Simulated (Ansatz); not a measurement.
# Ba6B: the cost of one run

Computed with Ansatz 0.2.0 (DFT PBE, scalar-relativistic, plane waves, PAW, unless a step's input says otherwise).

## Step 1: The starting structure

It takes space group Pm-3m (No. 221, cubic). The conventional cell has a = 6.410 Å, b = 6.410 Å, c = 6.410 Å, α = 90.00°, β = 90.00°, γ = 90.00°. Ba (site symmetry 4mm) has 5 Ba at 2.63 to 2.69 Å as nearest neighbours.

As a file:

```cif
data_structure
_symmetry_space_group_name_H-M 'Pm-3m'
_symmetry_Int_Tables_number 221
_cell_length_a 6.4099
_cell_length_b 6.4099
_cell_length_c 6.4099
_cell_angle_alpha 90.000
_cell_angle_beta 90.000
_cell_angle_gamma 90.000
_cell_volume 263.36
loop_
_atom_site_label
_atom_site_type_symbol
_atom_site_symmetry_multiplicity
_atom_site_Wyckoff_symbol
_atom_site_fract_x
_atom_site_fract_y
_atom_site_fract_z
_atom_site_occupancy
Ba1 Ba 6 f 0.21000 0.50000 0.50000 1
B1 B 1 a 0.00000 0.00000 0.00000 1
```

Recipe of the guess: species swapped into a database cell of SiB6 (Pm-3m, No. 221), with B on the Si sites and Ba on the B sites. The dimensions are guesses.

## Step 2: A first look at the guess

Contents of input.yaml:

```yaml
crystal:
  lattice:
    - [6.4099054, 0.0, 0.0]
    - [0.0, 6.4099054, 0.0]
    - [0.0, 0.0, 6.4099054]
  atoms:
    - { symbol: Ba, position: [0.20999999, 0.5, 0.5] }
    - { symbol: Ba, position: [0.5, 0.20999999, 0.5] }
    - { symbol: Ba, position: [0.79000001, 0.5, 0.5] }
    - { symbol: Ba, position: [0.5, 0.79000001, 0.5] }
    - { symbol: Ba, position: [0.5, 0.5, 0.20999999] }
    - { symbol: Ba, position: [0.5, 0.5, 0.79000001] }
    - { symbol: B, position: [0.0, 0.0, 0.0] }
basis:
  ecutwfc: 420
kpoints:
  mp_grid: { grid: [4, 4, 4] }
hamiltonian:
  xc: pbe
scf:
  occupations: { method: gaussian, width: 0.1 }
  lower_state_search: "off"
output:
  forces: true
  stress: true
  eigenvalues: true
```

Launch:

```sh
$ ansatz run input.yaml --threads 1 --pin off --max-ram 2048MiB --backend cpu --events-out ev --progress --plain --runs-dir out
```

**Question.** How long does this run take on 1 thread of Arm Neoverse V1, shared host, and how much memory does it need?

About 17 s, with a peak of 0.47 GiB.
